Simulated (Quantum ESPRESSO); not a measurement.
# WC4: single point with PBE

The system is WC4.

```
W C
1.0
    -1.68356    2.78368    3.21599
     1.68356   -2.78368    3.21599
     1.68356    2.78368   -3.21599
W C
1 4
Direct
  0.00000 0.00000 0.00000
  0.15080 0.34410 0.80670
  0.84920 0.65590 0.19330
  0.46260 0.65590 0.80670
  0.53740 0.34410 0.19330
```

The cell was built by a generator and needn't be a form met in nature.

| Item | Value |
| --- | --- |
| Program | Quantum ESPRESSO 7.5 |
| Task | single point |
| Functional | PBE |
| Potentials or basis | SSSP 1.3 efficiency PBE |
| Cutoff | 748 eV |
| Density cutoff | 5987 eV |
| k mesh | 9 × 9 × 9 |
| Occupations | fermi-dirac, width 0.05 eV |
| Spin | no spin polarisation |
| Mixing beta | 0.5 |
| Most SCF iterations | 120 |
| SCF threshold | 1e-09 Ry |

```yaml
Pressure: -43.3 GPa
Largest_force: 1.191 eV/Å
Band_gap_on_the_k_mesh: none (metal or under the smearing width)
```

Forces in eV/Å, atoms in the order of the input:
```
W    0.000  0.000  0.000
C    0.000 -1.093  0.474
C    0.000  1.093 -0.474
C    0.000 -1.093 -0.474
C    0.000  1.093  0.474
```

Stress tensor (GPa, compression positive):
```
-42.22   0.00   0.00
  0.00 -37.61   0.00
  0.00   0.00 -49.96
```

Levels at points of the mesh, in eV from the Fermi level:
| k point | band 13 | band 14 | band 15 | band 16 | band 17 | band 18 |
| --- | --- | --- | --- | --- | --- | --- |
| (0.00, 0.00, 0.00) | -2.23 | -1.07 | 0.16 | 0.71 | 1.80 | 2.03 |

It took 3 min on 1 thread of Intel(R) Xeon(R) Platinum 8488C (Sapphire Rapids) (shared host), peak memory 0.59 GiB.

Caveat: a pressure of tens of GPa on the cell as given is suspect, and the run, the potentials or the cell itself is likely at fault; forces of over 1 eV/Å show positions far from the minimum, so gaps and moduli don't describe the material at rest. Spin-orbit coupling is left out, which matters for the levels of W.
